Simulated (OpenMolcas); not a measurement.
# CH6O2Si (SMILES C[SiH](O)O) at 6 levels

Wanted: a comparison of 6 runs (HF/cc-pVDZ, B2PLYP/cc-pVDZ, M06-L/cc-pVDZ, PBE/cc-pVDZ, revPBE/cc-pVDZ, CCSD(T)/cc-pVDZ) of CH6O2Si. 

The results are computed with OpenMolcas 26.06.

1 further run of the same task is left out (set aside as unsound or not needed).

### Step 1. The system as given

The species is CH6O2Si (10 atoms), meant as a singlet with charge 0. As SMILES, `C[SiH](O)O`. The shape is that of a PBE0-D4/def2-TZVP optimisation. This is one conformer, not always the lowest.

Bond lengths: C1–Si2 1.852 Å, Si2–O3 1.647 Å, Si2–O4 1.646 Å, C1–H5 1.093 Å, C1–H6 1.093 Å, C1–H7 1.092 Å, Si2–H8 1.484 Å, O3–H9 0.958 Å, O4–H10 0.958 Å. Some angles: C1–Si2–O3 105.2°, C1–Si2–O4 112.8°, O3–Si2–O4 112.2°, C1–Si2–H8 113.0°, O3–Si2–H8 110.8°, O4–Si2–H8 103.1°, Si2–C1–H5 111.0°, Si2–C1–H6 110.6°, Si2–C1–H7 110.8°, Si2–O3–H9 117.2°.

### Step 2. Energy and gradient at HF/cc-pVDZ (run 1)

mol.inp

```
&GATEWAY
 BasLib = $CurrDir
 Coord
 10
 angstrom
 C       -1.293000       0.347800      -0.146400
 Si       0.517500       0.180000       0.206800
 O        0.650400      -1.156000       1.160800
 O        1.425000       0.058500      -1.161600
 H       -1.681100      -0.549800      -0.635600
 H       -1.853400       0.489100       0.780800
 H       -1.484400       1.203800      -0.797400
 H        1.088600       1.369900       0.884700
 H        1.521500      -1.366900       1.499800
 H        1.192100      -0.627600      -1.788900
 Basis = cc-pVDZ
 Group = NoSym

&SEWARD

&SCF
 Thresholds = 1e-10 1e-07 1e-07 1e-05
 PrOrbitals = 1 1

&ALASKA
```

The basis set cc-pVDZ is read from a file made from the Basis Set Exchange's data (not shown).

Command:

```bash
$ export MOLCAS_MEM=1860
$ pymolcas mol.inp > mol.log
```

What it wrote:

```text
--- Start Module: gateway ---
[...]
--- Stop Module: gateway /rc=_RC_ALL_IS_WELL_ ---
[...]
      Basis functions           90
[...]
--- Start Module: scf ---
[...]
       Convergence after  13 Iterations
[...]
::    Total SCF energy                               -480.1262644148
[...]
      Total spin, S                                     0.0000000000
[...]
      Total electronic charge=   42.000000
      Total            charge=   -0.000000
[...]
      Dipole Moment (debye):
      Origin of the operator (angstrom)=    0.3965   -0.1003    0.0507
                   X= -9.8471E-02               Y= -8.0951E-01               Z= -4.1548E-01           Total=  9.1522E-01
      Quadrupole Moment (debye*angstrom):
[...]
--- Stop Module: scf /rc=_RC_ALL_IS_WELL_ ---
[...]
--- Start Module: alaska ---
[...]
 *              Molecular gradients               *
 **************************************************
  Irreducible representation: a
 ------------------------------------------------------------------------------------------
                              X                       Y                       Z
 ------------------------------------------------------------------------------------------
  C1                6.06225098115054E-03   -1.12490411318755E-03    1.87071299001618E-03
  SI2               4.05549322528655E-03   -1.55142099924772E-02   -6.99864582375831E-03
  O3               -1.63324611895117E-02    1.52996846493068E-02   -1.29215081355216E-02
  O4               -4.18842568687694E-03    1.34362704774009E-02    2.21854268672157E-02
  H5                1.68399663561747E-04    2.41980338024472E-04    2.37343518638466E-04
  H6                3.43006925045408E-05   -3.23096256790167E-05   -2.34691634253270E-04
  H7                5.33693348302222E-04   -3.81508148716847E-04    3.23020131590912E-04
  H8                6.85432273155984E-04    7.57543061809862E-04   -2.01956567988493E-04
[...]
--- Stop Module: alaska /rc=_RC_ALL_IS_WELL_ ---
[...]
```

It took 9 s on 1 thread of Intel Xeon Platinum 8375C at 2.90GHz (Ice Lake), shared host; peak memory 0.5 GiB.

### Step 3. A single-point energy at B2PLYP/cc-pVDZ (run 2)

test.input

```
* CH6O2Si Kohn-Sham DFT
>>> EXPORT MOLCAS_PRINT=2

&gateway
  baslib = $CurrDir
  coord
  10
  angstrom
  C       -1.293000       0.347800      -0.146400
  Si       0.517500       0.180000       0.206800
  O        0.650400      -1.156000       1.160800
  O        1.425000       0.058500      -1.161600
  H       -1.681100      -0.549800      -0.635600
  H       -1.853400       0.489100       0.780800
  H       -1.484400       1.203800      -0.797400
  H        1.088600       1.369900       0.884700
  H        1.521500      -1.366900       1.499800
  H        1.192100      -0.627600      -1.788900
  basis = cc-pVDZ
  group = NoSym

&seward
  gridinput
  Grid=UltraFine
  End of Grid

&scf
  ksdft = B2PLYP_SCF
  thresholds = 1e-10 1e-07 1e-07 1e-05
  prorbitals = 1 2

&mbpt2
  frozen = 8
```

The basis set cc-pVDZ is read from a file made from the Basis Set Exchange's data (not shown).

Command:

```bash
$ export MOLCAS_MEM=1860
$ pymolcas test.input > test.log
```

What it wrote:

```text
--- Start Module: gateway ---
[...]
--- Stop Module: gateway /rc=_RC_ALL_IS_WELL_ ---
[...]
      Basis functions           90
[...]
--- Start Module: scf ---
[...]
       Convergence after  13 Iterations
[...]
::    Total KS-DFT energy                            -481.2417389844
[...]
      Total spin, S                                     0.0000000000
[...]
      Total electronic charge=   42.000000
      Total            charge=   -0.000000
[...]
      Dipole Moment (debye):
      Origin of the operator (angstrom)=    0.3965   -0.1003    0.0507
                   X= -9.3549E-02               Y= -8.4709E-01               Z= -4.2919E-01           Total=  9.5421E-01
      Quadrupole Moment (debye*angstrom):
[...]
--- Stop Module: scf /rc=_RC_ALL_IS_WELL_ ---
[...]
--- Start Module: mbpt2 ---
[...]
 ###    WARNING: MP2 implementation intended for RHF references only         ###
 ###############################################################################
MBPT2 WARNING: Reference function according to RunFile:KS-DFT
I'll assume you know what you're doing and continue
WARNING!
Default frozen orbitals as non valence orbitals is overwritten by user input.
Default values:   5
[...]
       Reference weight ( Cref**2 )         =        0.78107
::    Total MBPT2 energy                             -481.9936870831
[...]
      Total MBPT2 calculations                           0.30      0.35
--- Stop Module: mbpt2 /rc=_RC_ALL_IS_WELL_ ---
[...]
```

Wall time 27 s (1 thread of Intel Xeon Platinum 8375C at 2.90GHz (Ice Lake), shared host); peak memory 0.49 GiB.

Runs 3 to 4 aren't shown in full; the table further down has their settings and results.

### Step 4. Energy and gradient at revPBE/cc-pVDZ (run 5)

calc.input

```
>>> EXPORT MOLCAS_PRINT=2
&gateway
baslib=$CurrDir
coord
10
angstrom
C       -1.293000       0.347800      -0.146400
Si       0.517500       0.180000       0.206800
O        0.650400      -1.156000       1.160800
O        1.425000       0.058500      -1.161600
H       -1.681100      -0.549800      -0.635600
H       -1.853400       0.489100       0.780800
H       -1.484400       1.203800      -0.797400
H        1.088600       1.369900       0.884700
H        1.521500      -1.366900       1.499800
H        1.192100      -0.627600      -1.788900
basis=cc-pVDZ
group=NoSym
&seward
gridinput
Grid=UltraFine
End of Grid
&scf
ksdft=revPBE
thresholds=1e-10 1e-07 1e-07 1e-05
prorbitals=1 1
&alaska
```

The basis set cc-pVDZ is read from a file made from the Basis Set Exchange's data (not shown).

Command:

```bash
$ export MOLCAS_MEM=1860
$ pymolcas calc.input > calc.log
```

What it wrote:

```text
--- Start Module: gateway ---
[...]
--- Stop Module: gateway /rc=_RC_ALL_IS_WELL_ ---
[...]
      Basis functions           90
[...]
--- Start Module: scf ---
[...]
       Convergence after  14 Iterations
[...]
::    Total KS-DFT energy                            -481.6182228263
[...]
      Total spin, S                                     0.0000000000
[...]
      Total electronic charge=   42.000000
      Total            charge=   -0.000000
[...]
      Dipole Moment (debye):
      Origin of the operator (angstrom)=    0.3965   -0.1003    0.0507
                   X= -8.1245E-02               Y= -9.3931E-01               Z= -4.6606E-01           Total=  1.0517E+00
      Quadrupole Moment (debye*angstrom):
[...]
--- Stop Module: scf /rc=_RC_ALL_IS_WELL_ ---
[...]
--- Start Module: alaska ---
[...]
 *              Molecular gradients               *
 **************************************************
  Irreducible representation: a
 ------------------------------------------------------------------------------------------
                              X                       Y                       Z
 ------------------------------------------------------------------------------------------
  C1                1.32854762614265E-03   -1.07176704431833E-04   -4.69668826883041E-04
  SI2               1.19524493407293E-02   -2.06727811508109E-02   -7.39920262346550E-03
  O3                1.32630216778962E-02    2.72899480129389E-02   -1.63436149749749E-02
  O4               -2.59576398058030E-02   -1.07419903553474E-02    2.04573262378283E-02
  H5                4.16307495233781E-03    8.85655477733271E-03    4.96945574235408E-03
  H6                6.19277569266741E-03   -1.59152403096507E-03   -9.17880279835437E-03
  H7                2.11840442266031E-03   -8.59960261136816E-03    6.45268921042197E-03
  H8               -3.50122483335524E-03   -8.00758555232006E-03   -2.89863986227346E-03
[...]
--- Stop Module: alaska /rc=_RC_ALL_IS_WELL_ ---
[...]
```

Run time: 40 s. Hardware: 1 thread of Intel Xeon Platinum 8375C at 2.90GHz (Ice Lake), shared host; peak memory 0.49 GiB.

### Step 5. The energy at CCSD(T)/cc-pVDZ (run 6)

mol.inp, as its differences from that of step 2:

```diff
@@ -1,4 +1,6 @@
-&GATEWAY
- BasLib = $CurrDir
- Coord
+>>> EXPORT MOLCAS_PRINT=2
+
+&gateway
+ baslib=$CurrDir
+ coord
  10
@@ -15,11 +17,29 @@
  H        1.192100      -0.627600      -1.788900
- Basis = cc-pVDZ
- Group = NoSym
+ basis=cc-pVDZ
+ group=NoSym
 
-&SEWARD
+&seward
 
-&SCF
- Thresholds = 1e-10 1e-07 1e-07 1e-05
- PrOrbitals = 1 1
+&scf
+ thresholds=1e-10 1e-07 1e-07 1e-05
+ prorbitals=1
 
-&ALASKA
+&rasscf
+ fileorb=$Project.ScfOrb
+ spin=1
+ nactel=0 0 0
+ inactive=21
+ ras2=0
+ outorbitals=Canonical
+ orblisting=NoCore
+
+&motra
+ jobiph
+ frozen=8
+
+&ccsdt
+ cct
+ triples=2
+ iterations=80
+ accuracy=1e-08
+ extrapolation=5 4
```

The basis set cc-pVDZ is read from a file made from the Basis Set Exchange's data (not shown).

Command:

```bash
$ export MOLCAS_MEM=1860
$ pymolcas mol.inp > mol.log
```

What it wrote:

```text
--- Start Module: gateway ---
[...]
--- Stop Module: gateway /rc=_RC_ALL_IS_WELL_ ---
[...]
      Basis functions           90
[...]
       Convergence after  13 Iterations
[...]
::    Total SCF energy                               -480.1262644148
[...]
      Total spin, S                                     0.0000000000
[...]
      Number of active orbitals                  0
[...]
      Spin quantum number                      0.0
[...]
      Active orbitals                            0
[...]
      Number of CSFs                             1
[...]
      Number of root(s) required                 1
[...]
      Convergence after  4 iterations
[...]
      Natural orbitals and occupation numbers for root  1
      ************************************************************************************************************************
      *                                                    Final results                                                     *
      ************************************************************************************************************************
[...]
::    RASSCF root number  1 Total energy:   -480.12626441
[...]
      Total electronic charge=   42.000000
      Total            charge=   -0.000000
[...]
      Dipole Moment (debye):
      Origin of the operator (angstrom)=    0.3965   -0.1003    0.0507
                   X= -9.8471E-02               Y= -8.0951E-01               Z= -4.1548E-01           Total=  9.1522E-01
      Quadrupole Moment (debye*angstrom):
[...]
--- Start Module: motra ---
[...]
      *** WARNING: Default frozen orbitals is overwritten by user input.
      *** Default values:   5
[...]
--- Stop Module: motra /rc=_RC_ALL_IS_WELL_ ---
[...]
--- Start Module: ccsdt ---
[...]
      Convergence after                    14  Iterations
      Total energy (diff) :    -480.78453209       0.00000001
[...]
 METHOD                       : CCSD+T(CCSD)+<T3(1)WT1> = CCSD(T)
[...]
       CCSD     =      -480.7845320897069
[...]
--- Stop Module: ccsdt /rc=_RC_ALL_IS_WELL_ ---
[...]
```

Run time: 66 s. Hardware: 1 thread of Intel Xeon Platinum 8375C at 2.90GHz (Ice Lake), shared host; peak memory 0.5 GiB.

### Step 6. Overview of the runs

| run | level | task | frozen core orbitals | energy (Eh) | dipole moment (D) of the reference | HOMO energy (eV) | LUMO energy (eV) | wall time |
| --- | --- | --- | --- | --- | --- | --- | --- | --- |
| 1 | HF/cc-pVDZ | gradient | – | -480.126264 | 0.92 | -11.91 | 4.66 | 9 s |
| 2 | B2PLYP/cc-pVDZ | energy | 8 | -481.444765 | 0.95 | -9.67 | 2.56 | 27 s |
| 3 | M06-L/cc-pVDZ | gradient | – | -481.726652 | 0.97 | -7.07 | 1.31 | 49 s |
| 4 | PBE/cc-pVDZ | gradient | – | -481.371574 | 1.06 | -6.71 | 0.55 | 40 s |
| 5 | revPBE/cc-pVDZ | gradient | – | -481.618223 | 1.05 | -6.67 | 0.61 | 40 s |
| 6 | CCSD(T)/cc-pVDZ | energy | 8 | -480.799139 | 0.92 | -11.91 | 4.66 | 66 s |

### Step 7. Outcome

| quantity | value |
| --- | --- |
| run 6: total energy | -480.79914 Eh |
| run 6: dipole moment (mean-field density) | 0.92 D |
| run 6: HOMO energy (Hartree–Fock orbitals) | -11.91 eV |
| run 6: LUMO energy (Hartree–Fock orbitals) | 4.66 eV |
| run 6: HOMO–LUMO gap (Hartree–Fock orbitals) | 16.57 eV |
| run 6: correlation energy (8 core orbitals frozen) | -672.9 mEh |
| run 6: (T) correction | -14.61 mEh |

Over runs 1, 2, 3, 4, 5 the dipole moment (its size) runs from 0.92 D (HF/cc-pVDZ) to 1.06 D (PBE/cc-pVDZ). Over runs 1, 2, 3, 4, 5 the HOMO–LUMO gap runs from 7.25 eV (PBE/cc-pVDZ) to 16.57 eV (HF/cc-pVDZ). Exact exchange widens orbital gaps. For B2PLYP the log adds the whole second-order term; the table takes 0.27 of it, as the functional is defined. Totals of different functionals can't be ranked against each other. All runs together took 3.8 min, the longest 66 s.
